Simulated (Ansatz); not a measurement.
# CH5NSSi: the cost of one run

Program: Ansatz 0.2.0. Level of theory: UKS PBE0/STO-3G. These are calculated values, not measurements.

## Step 1: The starting structure

Bond lengths: N1–C2 1.270 Å, C2–Si3 1.844 Å, C2–S4 1.670 Å, N1–H5 1.090 Å, Si3–H6 1.523 Å, Si3–H7 1.516 Å, Si3–H8 1.468 Å, S4–H9 1.367 Å. Angles: N1–C2–Si3 119.0°, N1–C2–S4 120.8°, Si3–C2–S4 120.2°, C2–N1–H5 106.1°, C2–Si3–H6 112.9°, C2–Si3–H7 114.4°, C2–Si3–H8 113.1°, H6–Si3–H7 106.1°, H6–Si3–H8 104.2°, H7–Si3–H8 105.3°, C2–S4–H9 102.2°.

Coordinates:

```xyz
9

N    -0.1398    0.8787   -1.6211
C    -0.3867    0.2884   -0.5244
Si    1.0223   -0.3059    0.5067
S    -1.9598    0.0230   -0.0316
H    -1.1078    1.1444   -2.0465
H     1.9154    0.8250    0.9998
H     1.9376   -1.2902   -0.1936
H     0.5908   -0.9853    1.7343
H    -1.7834   -0.6244    1.1593
```

## Step 2: Preparing the start

The input, input.yaml:

```yaml
crystal:
  periodic: [false, false, false]
  atoms:
    - { symbol: "N", position_ang: [-0.1398, 0.8787, -1.6211] }
    - { symbol: C, position_ang: [-0.3867, 0.2884, -0.5244] }
    - { symbol: Si, position_ang: [1.0223, -0.3059, 0.5067] }
    - { symbol: S, position_ang: [-1.9598, 0.023, -0.0316] }
    - { symbol: H, position_ang: [-1.1078, 1.1444, -2.0465] }
    - { symbol: H, position_ang: [1.9154, 0.825, 0.9998] }
    - { symbol: H, position_ang: [1.9376, -1.2902, -0.1936] }
    - { symbol: H, position_ang: [0.5908, -0.9853, 1.7343] }
    - { symbol: H, position_ang: [-1.7834, -0.6244, 1.1593] }
magnetization:
  spin_polarized: true
basis:
  gaussian: { orbitals: STO-3G }
hamiltonian:
  xc: pbe0
relax:
  f_tol: 0.02
  max_steps: 40
output:
  orbitals: {}
```

Started as:

```
ansatz run input.yaml --threads 1 --pin off --max-ram 2048MiB --backend cpu --events-out ev --progress --plain --runs-dir out
```

**Question.** How long does this run take on 1 thread of Intel Xeon 6975P-C (Granite Rapids), shared host, and how much memory does it need?

About 13 s, with a peak of 0.18 GiB.
